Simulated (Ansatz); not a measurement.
# CoTeH: the cost of one run

Method: DFT PBE, scalar-relativistic, plane waves, PAW, in Ansatz 0.2.0.

## (1) Starting point

It takes space group Pmmm (No. 47, orthorhombic). Conventional cell: a = 3.593 Å, b = 3.628 Å, c = 3.740 Å, α = 90.00°, β = 90.00°, γ = 90.00°. Co (site symmetry mmm) has 2 H at 1.87 Å and 4 Te at 2.55 Å as nearest neighbours. Te (site symmetry mmm) has 4 Co at 2.55 Å as nearest neighbours. Around H (site symmetry mmm) lie 2 Co at 1.87 Å.

Coordinates:

```cif
data_structure
_symmetry_space_group_name_H-M 'Pmmm'
_symmetry_Int_Tables_number 47
_cell_length_a 3.5933
_cell_length_b 3.6279
_cell_length_c 3.7397
_cell_angle_alpha 90.000
_cell_angle_beta 90.000
_cell_angle_gamma 90.000
_cell_volume 48.75
loop_
_atom_site_label
_atom_site_type_symbol
_atom_site_symmetry_multiplicity
_atom_site_Wyckoff_symbol
_atom_site_fract_x
_atom_site_fract_y
_atom_site_fract_z
_atom_site_occupancy
Co1 Co 1 f 0.50000 0.50000 0.00000 1
Te1 Te 1 a 0.00000 0.00000 0.00000 1
H1 H 1 h 0.50000 0.50000 0.50000 1
```

Recipe of the guess: species swapped into a database cell of TmCoC (Pmmm, No. 47), with Te on the Tm sites, H on the Co sites and Co on the C sites. The dimensions are guesses.

## (2) Probe: one point on a coarse mesh

File input.yaml:

```yaml
crystal:
  lattice:
    - [3.59332989, 0.0, 0.0]
    - [0.0, 3.62786455, 0.0]
    - [0.0, 0.0, 3.73966975]
  atoms:
    - { symbol: Co, position: [0.5, 0.5, 0.0], spin: 3.0 }
    - { symbol: Te, position: [0.0, 0.0, 0.0] }
    - { symbol: H, position: [0.5, 0.5, 0.5] }
basis:
  ecutwfc: 420
kpoints:
  mp_grid: { grid: [6, 6, 6] }
hamiltonian:
  xc: pbe
scf:
  occupations: { method: gaussian, width: 0.1 }
  lower_state_search: "off"
output:
  forces: true
  stress: true
  eigenvalues: true
  populations: true
magnetization:
  spin_polarized: true
```

Started as:

```
$ ansatz run input.yaml --threads 1 --pin off --max-ram 2560MiB --backend cpu --events-out ev --progress --plain --runs-dir out
```

What time and memory should one allow on 1 thread of Arm Neoverse V2, shared host?

About 18 s, with a peak of 0.39 GiB.
